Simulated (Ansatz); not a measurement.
# Sn2SeS3: the cost of one run

Computed with Ansatz 0.2.0 (DFT PBE, scalar-relativistic, plane waves, PAW, unless a step's input says otherwise).

### Step 1. Starting point

The structure is trigonal, space group P-3m1 (No. 164). Conventional cell: a = 4.481 Å, b = 4.481 Å, c = 7.508 Å, α = 90.00°, β = 90.00°, γ = 120.00°. Around Sn (site symmetry 3m) lie 7 S at 2.61 to 2.99 Å and 3 Se at 3.43 Å. Se (site symmetry -3m) has 6 Sn at 3.43 Å in its first shell of neighbours. S (site symmetry 3m) is surrounded by 4 Sn at 2.61 to 2.66 Å. S (site symmetry -3m) has 6 S at 2.83 Å and 6 Sn at 2.99 Å in its first shell of neighbours.

As a file:

```cif
data_structure
_symmetry_space_group_name_H-M 'P-3m1'
_symmetry_Int_Tables_number 164
_cell_length_a 4.4813
_cell_length_b 4.4813
_cell_length_c 7.5082
_cell_angle_alpha 90.000
_cell_angle_beta 90.000
_cell_angle_gamma 120.000
_cell_volume 130.58
loop_
_atom_site_label
_atom_site_type_symbol
_atom_site_symmetry_multiplicity
_atom_site_Wyckoff_symbol
_atom_site_fract_x
_atom_site_fract_y
_atom_site_fract_z
_atom_site_occupancy
Sn1 Sn 2 d 0.66667 0.33333 0.70070 1
Se1 Se 1 a 0.00000 0.00000 0.00000 1
S1 S 2 d 0.66667 0.33333 0.34622 1
S2 S 1 b 0.00000 0.00000 0.50000 1
```

A structure generator made this guess: species swapped into a database cell of Eu2H3Cl (P-3m1, No. 164), with Sn on the Eu sites, S on the H sites and Se on the Cl sites. Lengths come from tabulated atomic sizes and are only a guess.

### Step 2. Probe: one point on a coarse mesh

input.yaml

```yaml
crystal:
  lattice:
    - [4.48133512, 0.0, 0.0]
    - [-2.24066756, 3.88095005, 0.0]
    - [0.0, 0.0, 7.50821289]
  atoms:
    - { symbol: Sn, position: [0.66666667, 0.33333333, 0.70069754] }
    - { symbol: Sn, position: [0.33333333, 0.66666667, 0.29930246] }
    - { symbol: Se, position: [0.0, 0.0, 0.0] }
    - { symbol: S, position: [0.66666667, 0.33333333, 0.34621882] }
    - { symbol: S, position: [0.33333333, 0.66666667, 0.65378118] }
    - { symbol: S, position: [0.0, 0.0, 0.5] }
basis:
  ecutwfc: 420
kpoints:
  mp_grid: { grid: [6, 6, 2] }
hamiltonian:
  xc: pbe
scf:
  occupations: { method: gaussian, width: 0.1 }
  lower_state_search: "off"
output:
  forces: true
  stress: true
  eigenvalues: true
```

The run is started by

```bash
ansatz run input.yaml --threads 1 --pin off --max-ram 2560MiB --backend cpu --events-out ev --progress --plain --runs-dir out
```

**Question.** How long does this run take on 1 thread of Intel Xeon at 2.50GHz (Skylake/Cascade Lake), shared host, and how much memory does it need?

About 9.4 s, with a peak of 0.43 GiB.
